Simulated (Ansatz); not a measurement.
# C₃H₁₀OSi: one species, many methods

The task here is to estimate one member of a computed series from the others.

Program: Ansatz 0.2.0, Gaussian basis. Level of theory: functionals in def2-TZVPP, the program's frozen cores in correlated methods. These are calculated values, not measurements.

Levels to be run: LDA (SPW92), PBE-D4, revPBE-D4, BLYP-D4, r2SCAN-D4, B97M-V, PBE0-D4, B3LYP-D4, r2SCANh-D4, r2SCAN0-D4, HSE06-D4, BHLYP-D4, CAM-B3LYP-D4, LC-ωPBE, ωB97X-V, ωB97M-V, B2PLYP, PBE-QIDH; CCSD(T)/def2-SVP; CCSD(T)/def2-TZVPP; MP2/def2-QZVPP; extrapolation to the limit; RPA on PBE.

**The relaxed structure**

All runs share one geometry, relaxed beforehand with PBE0-D4 in a triple-zeta def2 set.

15 atoms, charge 0, spin multiplicity 1.

Atoms are counted from 1 here; the program's logs count them from 0.

Bond lengths: C1–O2 1.404 Å, C1–H6 1.097 Å, C1–H7 1.092 Å, C1–H8 1.097 Å, O2–Si3 1.650 Å, Si3–C4 1.858 Å, Si3–C5 1.867 Å, Si3–H9 1.496 Å, C4–H10 1.093 Å, C4–H11 1.093 Å, C4–H12 1.092 Å, C5–H13 1.093 Å, C5–H14 1.094 Å, C5–H15 1.093 Å. Angles: O2–C1–H6 111.7°, O2–C1–H7 108.5°, O2–C1–H8 111.7°, H6–C1–H7 108.3°, H6–C1–H8 108.3°, H7–C1–H8 108.2°, C1–O2–Si3 123.0°, O2–Si3–C4 106.3°, O2–Si3–C5 111.3°, O2–Si3–H9 108.5°, C4–Si3–C5 111.9°, C4–Si3–H9 110.7°, C5–Si3–H9 108.2°, Si3–C4–H10 110.7°, Si3–C4–H11 110.8°, Si3–C4–H12 110.8°, H10–C4–H11 108.1°, H10–C4–H12 108.1° and more.

Set-up of the first run:

Input file in.yaml:

```yaml
crystal:
  periodic: [false, false, false]
  atoms:
    - {symbol: C, position_ang: [-1.013153, 0.027768, 2.072544]}
    - {symbol: O, position_ang: [0.130772, -0.194632, 1.288713]}
    - {symbol: Si, position_ang: [0.071521, -0.411161, -0.346330]}
    - {symbol: C, position_ang: [1.799881, -0.838091, -0.877161]}
    - {symbol: C, position_ang: [-0.565948, 1.116261, -1.209892]}
    - {symbol: H, position_ang: [-1.785799, -0.729399, 1.888305]}
    - {symbol: H, position_ang: [-0.727915, -0.023732, 3.125314]}
    - {symbol: H, position_ang: [-1.447331, 1.016865, 1.883416]}
    - {symbol: H, position_ang: [-0.866426, -1.538997, -0.641200]}
    - {symbol: H, position_ang: [2.486846, -0.018473, -0.652033]}
    - {symbol: H, position_ang: [1.838970, -1.028875, -1.952818]}
    - {symbol: H, position_ang: [2.155499, -1.731589, -0.359715]}
    - {symbol: H, position_ang: [0.081615, 1.975921, -1.018057]}
    - {symbol: H, position_ang: [-0.603705, 0.955526, -2.291090]}
    - {symbol: H, position_ang: [-1.576426, 1.371708, -0.880696]}
basis:
  gaussian: {orbitals: def2-TZVPP}
hamiltonian: {xc: lda}
output: {orbitals: {seedname: orbitals}}
```

Steps of the session up to this table: LDA; PBE-D4 (GGA); revPBE-D4 (GGA); BLYP-D4 (GGA); r2SCAN-D4 (meta-GGA); B97M-V (meta-GGA); PBE0-D4 (hybrid); B3LYP-D4 (hybrid); r2SCANh-D4 (hybrid); r2SCAN0-D4 (hybrid); HSE06-D4 (hybrid); BHLYP-D4 (hybrid); CAM-B3LYP-D4 (range-separated); LC-ωPBE-D4 (range-separated; the results give it without D4); ωB97X-V (range-separated); ωB97M-V (range-separated); B2PLYP (double hybrid); PBE-QIDH (double hybrid).

One table of the session follows, with a row left open; its other results are not shown here.

It belongs to the step «Orbital energies across the functionals». 

| functional | HOMO (eV) | LUMO (eV) | gap (eV) |
| --- | --- | --- | --- |
| LDA (SPW92) | -6.38 | 0.14 | 6.52 |
| PBE-D4 | -6.28 | 0.38 | 6.66 |
| revPBE-D4 | -6.23 | 0.49 | 6.72 |
| BLYP-D4 | -6.20 | 0.40 | 6.61 |
| r2SCAN-D4 | -6.60 | 0.92 | 7.52 |
| B97M-V | -6.74 | 0.53 | 7.27 |
| PBE0-D4 | -7.77 | 1.20 | 8.97 |
| B3LYP-D4 | -7.56 | 0.88 | 8.44 |
| r2SCANh-D4 | ? | ? | ? |
| r2SCAN0-D4 | -8.00 | 1.61 | 9.61 |
| HSE06-D4 | -7.37 | 0.83 | 8.20 |
| BHLYP-D4 | -9.22 | 1.79 | 11.01 |
| CAM-B3LYP-D4 | -9.22 | 1.96 | 11.18 |
| LC-ωPBE | -10.53 | 3.27 | 13.80 |
| ωB97X-V | -10.22 | 3.04 | 13.26 |
| ωB97M-V | -10.13 | 2.61 | 12.74 |

Q: Estimate the row for r2SCANh-D4 from the others.

Worked estimate for «HOMO (eV)». Against the share of exact exchange, r2SCAN-D4 (0, -6.60), r2SCAN0-D4 (0.25, -8.00) give a slope of -5.60 per unit share; at 0.1 the line stands at -7.16.

As computed: HOMO (eV): -7.16; LUMO (eV): 1.21; gap (eV): 8.37. In «HOMO (eV)» the line misses by 0.00.
